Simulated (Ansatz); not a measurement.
# C2H7AlFN: one species, many methods

Aim: compute C2H7AlFN with functionals from several rungs and with coupled cluster. The yardstick is the atomisation energy at the CCSD(T) limit.

The runs use Ansatz 0.2.0, Gaussian basis; functionals in def2-TZVPP, the program's frozen cores in correlated methods.

Levels to be run: LDA (SPW92), PBE-D4, revPBE-D4, BLYP-D4, r2SCAN-D4, B97M-V, PBE0-D4, B3LYP-D4, r2SCANh-D4, r2SCAN0-D4, HSE06-D4, BHLYP-D4, CAM-B3LYP-D4, LC-ωPBE, ωB97X-V, ωB97M-V, B2PLYP, PBE-QIDH; CCSD(T)/def2-SVP; CCSD(T)/def2-TZVPP; MP2/def2-QZVPP; extrapolation to the limit; RPA on PBE.

## (1) The relaxed structure

The geometry comes from an earlier relaxation with PBE0-D4 in a triple-zeta def2 set; it is a stationary point, not always the lowest conformer.

SMILES `C[N](C)[AlH][F]`, 12 atoms, charge 0, spin multiplicity 1.

Atoms are counted from 1 here; the program's logs count them from 0.

Bond lengths: C1–N2 1.444 Å, C1–H6 1.099 Å, C1–H7 1.099 Å, C1–H8 1.092 Å, N2–C3 1.443 Å, N2–Al4 1.762 Å, C3–H9 1.099 Å, C3–H10 1.094 Å, C3–H11 1.099 Å, Al4–F5 1.652 Å, Al4–H12 1.571 Å. Angles: N2–C1–H6 111.5°, N2–C1–H7 111.4°, N2–C1–H8 110.7°, H6–C1–H7 107.2°, H6–C1–H8 107.9°, H7–C1–H8 107.9°, C1–N2–C3 112.9°, C1–N2–Al4 124.3°, C3–N2–Al4 122.8°, N2–C3–H9 111.6°, N2–C3–H10 110.9°, N2–C3–H11 111.6°, H9–C3–H10 107.7°, H9–C3–H11 107.3°, H10–C3–H11 107.6°, N2–Al4–F5 117.5°, N2–Al4–H12 122.2°, F5–Al4–H12 120.2°.

## (2) LDA

This LDA is Slater exchange with PW92 correlation.

The input, in.yaml:

```yaml
crystal:
  periodic: [false, false, false]
  atoms:
    - {symbol: C, position_ang: [-1.073282, -0.857193, 0.284096]}
    - {symbol: N, position_ang: [0.001300, 0.053024, -0.034235]}
    - {symbol: C, position_ang: [1.270177, -0.365488, 0.510482]}
    - {symbol: Al, position_ang: [-0.191625, 1.524027, -0.983886]}
    - {symbol: F, position_ang: [-1.705805, 1.880836, -1.540695]}
    - {symbol: H, position_ang: [-1.210869, -0.952646, 1.370394]}
    - {symbol: H, position_ang: [-0.876143, -1.864548, -0.108893]}
    - {symbol: H, position_ang: [-2.015011, -0.508026, -0.144309]}
    - {symbol: H, position_ang: [1.235378, -0.438452, 1.606647]}
    - {symbol: H, position_ang: [2.059519, 0.345377, 0.250354]}
    - {symbol: H, position_ang: [1.569549, -1.350994, 0.126787]}
    - {symbol: H, position_ang: [1.013812, 2.479085, -1.302743]}
basis:
  gaussian: {orbitals: def2-TZVPP}
hamiltonian: {xc: lda}
output: {orbitals: {seedname: orbitals}}
```

On the command line:

```
ansatz run in.yaml --threads 4 --pin off --events-out ev --progress --plain --max-ram 10444MiB
```

Further steps of the session: PBE-D4 (GGA); revPBE-D4 (GGA); BLYP-D4 (GGA); r2SCAN-D4 (meta-GGA); B97M-V (meta-GGA); B3LYP-D4 (hybrid); r2SCANh-D4 (hybrid); r2SCAN0-D4 (hybrid); HSE06-D4 (hybrid); BHLYP-D4 (hybrid); CAM-B3LYP-D4 (range-separated); LC-ωPBE (range-separated); ωB97X-V (range-separated); ωB97M-V (range-separated); B2PLYP (double hybrid); PBE-QIDH (double hybrid); CCSD(T) in def2-SVP; CCSD(T) in def2-TZVPP; MP2 in def2-QZVPP; RPA on PBE orbitals.

**Question.** What will the summary of the whole plan be? Wanted: atomisation energy, CCSD(T)/CBS; farthest beyond LDA; mean size of error, GGA; mean size of error, meta-GGA; mean size of error, hybrid; mean size of error, range-separated; mean size of error, double hybrid; gap, smallest and largest; T1 diagnostic.

The runs gave:

```
                               quantity                                                                               value
        atomisation energy, CCSD(T)/CBS                                                                           46.284 eV
    functionals within 0.231 eV (0.5 %)  BLYP-D4, r2SCAN-D4, B97M-V, PBE0-D4, B3LYP-D4, HSE06-D4, LC-ωPBE, ωB97X-V, ωB97M-V
                    farthest beyond LDA                                                                BHLYP-D4 (-1.270 eV)
                mean size of error, GGA                                                                            0.390 eV
           mean size of error, meta-GGA                                                                            0.074 eV
             mean size of error, hybrid                                                                            0.460 eV
    mean size of error, range-separated                                                                            0.126 eV
      mean size of error, double hybrid                                                                            0.469 eV
              gap, smallest and largest                                           4.24 eV (LDA (SPW92)), 11.01 eV (LC-ωPBE)
                          T1 diagnostic                                                                              0.0118
triples share of the correlation energy                                                                               3.4 %
```

**Reading.** LDA overbinds by 6.113 eV (13 %). PBE-D4 is off by +0.580 eV. Double hybrids carry the basis error of their MP2 part in triple zeta, and no dispersion term here, so their miss is partly the set-up's. The rungs meta-GGA, range-separated miss on average by less than the doubt on the reference (0.231 eV), so they tie. The reference freezes the cores and leaves out relativity and excitations past (T), so misses under about 0.231 eV can't be ranked. Hartree-Fock recovers 73 % of the binding; the rest is correlation. CCSD(T) in def2-SVP is off by -2.389 eV, which most functionals beat. The gap grows from 4.2 to 11.0 eV across the functionals, mostly with the share of exact exchange.
